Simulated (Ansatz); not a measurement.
# BGeC (sextet): the correlation ladder, cc-pVDZ

The task here is to estimate one member of a computed series from the others.

The runs use Ansatz 0.2.0, Gaussian basis; cc-pVDZ, core rule «outside noble gas», up to 16 orbitals frozen.

Plan: UHF; CCSD(T) on ROHF; CCSD(T) on UHF; BCCD(T) on ROHF; CISD as a restricted active space (open shells left free, so some higher excitations enter); CCSDT(Q) on ROHF; CCSDT(Q) on UHF; CASSCF and MRCISD+Q, 11 electrons in 11 orbitals; CASSCF and NEVPT2, 11 electrons in 11 orbitals.

26 further runs of the same task are left out: 12 that didn't finish, 14 set aside as unsound or not needed. Runs told in other sessions of the task aren't counted.

## The geometry

The geometry is a PBE0/def2-TZVP stationary point (not a proven minimum) of the parent state, kept for this charge and spin. No spin-orbit coupling is included. The filled d shell of Ge may be among the frozen orbitals whatever the setting's name suggests.

3 atoms, charge 0, spin multiplicity 6.

Atoms are counted from 1 here; the program's logs count them from 0.

Bond lengths: B1–C2 1.397 Å, C2–Ge3 1.899 Å. Angles: B1–C2–Ge3 180.0°.

Set-up of the first run:

in.yaml

```yaml
crystal:
  periodic: [false, false, false]
  atoms:
    - {symbol: B, position_ang: [0.000000, 0.000000, 1.564300]}
    - {symbol: C, position_ang: [0.000000, 0.000000, 0.167100]}
    - {symbol: Ge, position_ang: [0.000000, 0.000000, -1.731400]}
basis:
  gaussian: {orbitals: cc-pVDZ}
magnetization: {spin_polarized: true, initial_magnetization: 5}
hamiltonian: {xc: hf}
output: {orbitals: {seedname: orbitals}}
```

Run with:

```console
$ ansatz run in.yaml --threads 1 --pin off --events-out ev --progress --plain --max-ram 2393MiB
```

Steps of the session up to this table: UHF; CCSD(T) on ROHF; CCSD(T) on UHF; BCCD(T) on ROHF; CISD as a restricted active space (open shells left free, so some higher excitations enter); CCSDT(Q) on ROHF; CCSDT(Q) on UHF; CASSCF and MRCISD+Q, 11 electrons in 11 orbitals; CASSCF and NEVPT2, 11 electrons in 11 orbitals.

One table of the session follows, with a row left open; its other results are not shown here.

```
   method  from RCCSDT(Q) (kJ/mol)
     ROHF                   +596.0
      UHF                   +578.7
     RMP2                   +121.3
     UMP2                   +124.2
    RCCSD                    +32.2
    UCCSD                    +31.3
 RCCSD(T)                        ?
 UCCSD(T)                     +7.9
  BCCD(T)                     +8.7
   RCCSDT                     +2.3
   UCCSDT                     +1.7
RCCSDT(Q)                        0
UCCSDT(Q)                     -1.0
```

Estimate the missing values for RCCSD(T).

The run gave: from RCCSDT(Q) (kJ/mol): +8.4. In the column «from RCCSDT(Q) (kJ/mol)» it lies between UCCSD(T) (+7.9) and BCCD(T) (+8.7).

Not comparable, so not listed: CISD as a restricted active space (open shells left free, so some higher excitations enter) (they don't share determinant, frozen orbitals or solution with the rows shown, or repeat one).

To keep in mind: Left out of the table: CASSCF frontier, NEVPT2 frontier, MRCISD frontier, MRCISD+Q frontier (the active space lost an orbital or holds another state than full CI finds). Restricted and unrestricted rows rest on different reference determinants; a gap between their highest levels can come from leftover correlation error, from unlike frozen cores or from another state. Warnings in the runs' records: passed over end.
